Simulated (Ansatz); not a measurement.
# CH4AlBS, SMILES [CH3][Al]1[BH][S]1: a rigid scan of one bond length

Program: the Python package of Ansatz (0.2.0).

The script, `ch4albs_scan.py`:
```python
"""Potential curve of CH4AlBS along one bond."""

import ansatz as az
import numpy as np

params = {
    "basis_set": "cc-pVDZ",
    "xc": "HF",
}

geometry_ang = [
    ("C", (-0.4236, 1.3969, -0.4455)),
    ("Al", (-0.4643, -0.5145, -0.0742)),
    ("B", (0.6845, -1.9714, 1.0097)),
    ("S", (-0.0421, -2.5049, -0.6252)),
    ("H", (-1.2163, 1.6512, -1.2667)),
    ("H", (-0.7384, 2.0137, 0.4636)),
    ("H", (0.5616, 1.7578, -0.7975)),
    ("H", (1.7307, -1.8859, 1.6801)),
]
geometry = az.Crystal.molecule()
for symbol, xyz in geometry_ang:
    geometry = geometry.atom(symbol, xyz)

symbols = [site.symbol for site in geometry.cartesian_sites]
start = np.array([site.position_ang for site in geometry.cartesian_sites])
axis = (start[7] - start[2]) / np.linalg.norm(start[7] - start[2])
moving = [7]
lengths, energies = [1.06, 1.15, 1.25, 1.37, 1.56, 1.87, 2.24, 2.74], []
for length in lengths:
    xyz = start.copy()
    xyz[moving] += (length - np.linalg.norm(start[7] - start[2])) * axis
    point = az.Crystal.molecule()
    for symbol, place in zip(symbols, xyz):
        point = point.atom(symbol, place.tolist())
    model = (
        point.calculation()
        .basis(gaussian=params["basis_set"])
        .functional(params["xc"])
        .spin("collinear")
    )
    r = model.run().report
    energies.append(r["free_energy_ev"])
    print(f"r = {length:6.3f} A  E = {energies[-1]:.5f} eV  <S^2> = {abs(r['mean_field']['state']['spin_squared']):.3f}")

print("energy above the lowest point (eV):", [round(e - min(energies), 3) for e in energies])
```

Output of `python ch4albs_scan.py`:
```text
r =  1.060 A  E = -19164.59865 eV  <S^2> = 0.000
r =  1.150 A  E = -19164.85395 eV  <S^2> = 0.000
r =  1.250 A  E = -19164.83239 eV  <S^2> = 0.000
r =  1.370 A  E = -19164.55331 eV  <S^2> = 0.000
r =  1.560 A  E = -19163.84225 eV  <S^2> = 0.000
r =  1.870 A  E = -19162.68596 eV  <S^2> = 0.487
r =  2.240 A  E = -19162.17695 eV  <S^2> = 0.842
r =  2.740 A  E = -19162.04972 eV  <S^2> = 0.973
energy above the lowest point (eV): [0.255, 0.0, 0.022, 0.301, 1.012, 2.168, 2.677, 2.804]
```

Total energies depend on the basis set; only differences at equal settings carry meaning. The rest of the molecule is held rigid at a force-field or estimated start geometry, and the basis set is modest; single-reference methods fail as a bond breaks. The expectation value of S² is noticeably off S(S+1) in at least one run, so that state is spin-contaminated. Hartree-Fock leaves correlation out, so bond, atomisation and ionisation energies come out well too low. Hardware and time: 31 s on 1 thread of Arm Neoverse V2, with other jobs on the host, peak memory 0.3 GiB.
